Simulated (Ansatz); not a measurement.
# AgClF₃P: a ladder of functionals and wavefunction methods

An exercise on one series of results from a longer session: the logs are not shown, and one member is left open.

Computed with Ansatz 0.2.0, Gaussian basis. Level: functionals in def2-TZVPP, the program's frozen cores in correlated methods.

The runs, in order: LDA (SPW92), PBE-D4, revPBE-D4, BLYP-D4, r2SCAN-D4, B97M-V, PBE0-D4, B3LYP-D4, r2SCANh-D4, r2SCAN0-D4, HSE06-D4, BHLYP-D4, CAM-B3LYP-D4, LC-ωPBE, ωB97X-V, ωB97M-V, B2PLYP, PBE-QIDH; CCSD(T)/def2-SVP; CCSD(T)/def2-TZVPP; MP2/def2-QZVPP; extrapolation to the limit; RPA on PBE.

### Structure used throughout

The geometry comes from an earlier relaxation with PBE0-D4 in a triple-zeta def2 set; it is a stationary point. Ag takes the def2 core potential; no spin-orbit term is included.

SMILES `F[P+](F)(F)[Ag-][Cl]`, 6 atoms, charge 0, spin multiplicity 1.

Atoms are counted from 1 here; the program's logs count them from 0.

Bond lengths: F1–P2 1.546 Å, P2–F3 1.546 Å, P2–F4 1.546 Å, P2–Ag5 2.275 Å, Ag5–Cl6 2.264 Å. Angles: F1–P2–F3 99.8°, F1–P2–F4 99.8°, F1–P2–Ag5 118.0°, F3–P2–F4 99.8°, F3–P2–Ag5 118.0°, F4–P2–Ag5 118.0°, P2–Ag5–Cl6 180.0°.

Set-up of the first run:

in.yaml reads:

```yaml
crystal:
  periodic: [false, false, false]
  atoms:
    - {symbol: F, position_ang: [0.705229, -0.812946, 1.717547]}
    - {symbol: P, position_ang: [0.442648, -0.598169, 0.209269]}
    - {symbol: F, position_ang: [-0.025461, -2.018959, -0.180899]}
    - {symbol: F, position_ang: [1.894549, -0.645344, -0.319638]}
    - {symbol: Ag, position_ang: [-0.860302, 1.161684, -0.406706]}
    - {symbol: Cl, position_ang: [-2.156664, 2.913745, -1.019582]}
basis:
  gaussian: {orbitals: def2-TZVPP}
hamiltonian: {xc: lda}
output: {orbitals: {seedname: orbitals}}
```

On the command line:

```sh
ansatz run in.yaml --threads 4 --pin off --events-out ev --progress --plain --max-ram 10444MiB
```

Among the steps run: LDA; PBE-D4 (GGA); revPBE-D4 (GGA); BLYP-D4 (GGA); r2SCAN-D4 (meta-GGA); B97M-V (meta-GGA); PBE0-D4 (hybrid); B3LYP-D4 (hybrid); r2SCANh-D4 (hybrid); r2SCAN0-D4 (hybrid); HSE06-D4 (hybrid); BHLYP-D4 (hybrid); CAM-B3LYP-D4 (range-separated); LC-ωPBE (range-separated); ωB97X-V (range-separated); ωB97M-V (range-separated); B2PLYP (double hybrid); PBE-QIDH (double hybrid).

One table of the session follows, with a row left open; its other results are not shown here.

It belongs to the step «Orbital energies across the functionals». 

```
  functional  HOMO (eV)  LUMO (eV)  gap (eV)
 LDA (SPW92)      -6.68      -2.91      3.77
      PBE-D4      -6.45      -2.61      3.84
   revPBE-D4      -6.36      -2.49      3.87
     BLYP-D4      -6.30      -2.49      3.81
   r2SCAN-D4      -6.70      -2.44      4.26
      B97M-V      -6.73      -2.49      4.24
     PBE0-D4      -7.65      -1.84      5.81
    B3LYP-D4      -7.42      -2.06      5.36
  r2SCANh-D4      -7.15      -2.16      4.99
  r2SCAN0-D4          ?          ?         ?
    HSE06-D4      -7.25      -2.21      5.04
    BHLYP-D4      -8.75      -1.03      7.73
CAM-B3LYP-D4      -8.99      -0.87      8.11
     LC-ωPBE     -10.33       0.27     10.60
     ωB97X-V      -9.97       0.16     10.13
     ωB97M-V      -9.86      -0.05      9.81
```

Estimate the missing values for r2SCAN0-D4.

Worked estimate for «HOMO (eV)». Against the share of exact exchange, r2SCAN-D4 (0, -6.70), r2SCANh-D4 (0.1, -7.15) give a slope of -4.50 per unit share; at 0.25 the line stands at -7.82.

**Answer.** HOMO (eV): -7.84; LUMO (eV): -1.73; gap (eV): 6.10. In «HOMO (eV)» the line misses by +0.02.
